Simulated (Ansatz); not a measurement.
# HfO (singlet): the correlation ladder, def2-SVP

The task here is to estimate one member of a computed series from the others.

Method: def2-SVP, core rule «outside noble gas», up to 5 orbitals frozen; program: Ansatz 0.2.0, Gaussian basis.

The runs, in order: UHF; CCSD(T) on RHF; CCSD(T) on UHF; CISD; CCSDT(Q) on RHF; CCSDT(Q) on UHF.

16 further runs of the same task are left out: 7 for a known fault of the program, 3 that didn't finish, 6 set aside as unsound or not needed.

### What is computed

The geometry is a PBE0/def2-TZVP stationary point (not a proven minimum). No spin-orbit coupling is included. Elements past krypton take def2 core potentials.

2 atoms, charge 0, spin multiplicity 1.

Atoms are counted from 1 here; the program's logs count them from 0.

Bond lengths: Hf1–O2 1.721 Å.

The first run:

in.yaml reads:

```yaml
crystal:
  periodic: [false, false, false]
  atoms:
    - {symbol: Hf, position_ang: [0.000000, 0.000000, 0.000000]}
    - {symbol: O, position_ang: [0.000000, 0.000000, 1.721133]}
basis:
  gaussian: {orbitals: def2-SVP}
magnetization: {spin_polarized: true, initial_magnetization: 0}
hamiltonian: {xc: hf}
output: {orbitals: {seedname: orbitals}}
```

Started as:

```console
ansatz run in.yaml --threads 1 --pin off --events-out ev --progress --plain --max-ram 2393MiB
```

Steps of the session up to this table: UHF; CCSD(T) on RHF; CCSD(T) on UHF; CISD; CCSDT(Q) on RHF; CCSDT(Q) on UHF.

One of the session's tables, all rows but one given; the rest of the session is left out.

```
   method  from RCCSDT(Q) (kcal/mol)
      RHF                    +185.68
      UHF                    +185.58
     RMP2                      +2.90
    RCCSD                     +10.71
 RCCSD(T)                      +0.86
   RCCSDT                          ?
RCCSDT(Q)                          0
```

**Question.** Estimate the row for RCCSDT.

As computed: from RCCSDT(Q) (kcal/mol): +0.84. In the column «from RCCSDT(Q) (kcal/mol)» it lies between RCCSDT(Q) (0) and RCCSD(T) (+0.86).

Not comparable, so not listed: CCSD(T) on UHF; CCSDT(Q) on UHF (they don't share determinant, frozen orbitals or solution with the rows shown, or repeat one).

With the free atoms at the same levels and basis (separate runs), the atomisation energy is 7.838 eV at RCCSDT(Q), 7.828 eV at RCCSD(T), 4.255 eV at RHF.

To keep in mind: Warnings: restricted reference is unstable; spin contamination; large T1 diagnostic.
